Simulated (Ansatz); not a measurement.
# HfHF3: the cost of one run

Method: DFT PBE, scalar-relativistic, plane waves, PAW, in Ansatz 0.2.0.

## (1) The structure to begin with

The structure is cubic, space group Pm-3m (No. 221). The conventional cell has a = 3.925 Å, b = 3.925 Å, c = 3.925 Å, α = 90.00°, β = 90.00°, γ = 90.00°. Hf (site symmetry m-3m) is surrounded by 6 F at 1.96 Å. H (site symmetry m-3m) has 12 F at 2.78 Å in its first shell of neighbours. Around F (site symmetry 4/mmm) lie 2 Hf at 1.96 Å.

Structure file:

```
Hf H F
1.0
     3.92461    0.00000    0.00000
     0.00000    3.92461    0.00000
     0.00000    0.00000    3.92461
Hf H F
1 1 3
Direct
  0.50000 0.50000 0.50000
  0.00000 0.00000 0.00000
  0.00000 0.50000 0.50000
  0.50000 0.00000 0.50000
  0.50000 0.50000 0.00000
```

A structure generator made this guess: species swapped into a database cell of CsHgCl3 (Pm-3m, No. 221), with H on the Cs sites, Hf on the Hg sites and F on the Cl sites. Lengths come from tabulated atomic sizes and are only a guess.

## (2) Probe: one point on a coarse mesh

input.yaml reads:

```yaml
crystal:
  lattice:
    - [3.92460557, 0.0, 0.0]
    - [0.0, 3.92460557, 0.0]
    - [0.0, 0.0, 3.92460557]
  atoms:
    - { symbol: Hf, position: [0.5, 0.5, 0.5] }
    - { symbol: H, position: [0.0, 0.0, 0.0] }
    - { symbol: F, position: [0.0, 0.5, 0.5] }
    - { symbol: F, position: [0.5, 0.0, 0.5] }
    - { symbol: F, position: [0.5, 0.5, 0.0] }
basis:
  ecutwfc: 420
kpoints:
  mp_grid: { grid: [4, 4, 4] }
hamiltonian:
  xc: pbe
scf:
  occupations: { method: gaussian, width: 0.1 }
  lower_state_search: "off"
output:
  forces: true
  stress: true
  eigenvalues: true
```

Launch:

```console
$ ansatz run input.yaml --threads 1 --pin off --max-ram 2560MiB --backend cpu --events-out ev --progress --plain --runs-dir out
```

Q: Estimate wall time and peak memory on 1 thread of Arm Neoverse V1, shared host.

About 1.8 s, with a peak of 0.29 GiB.
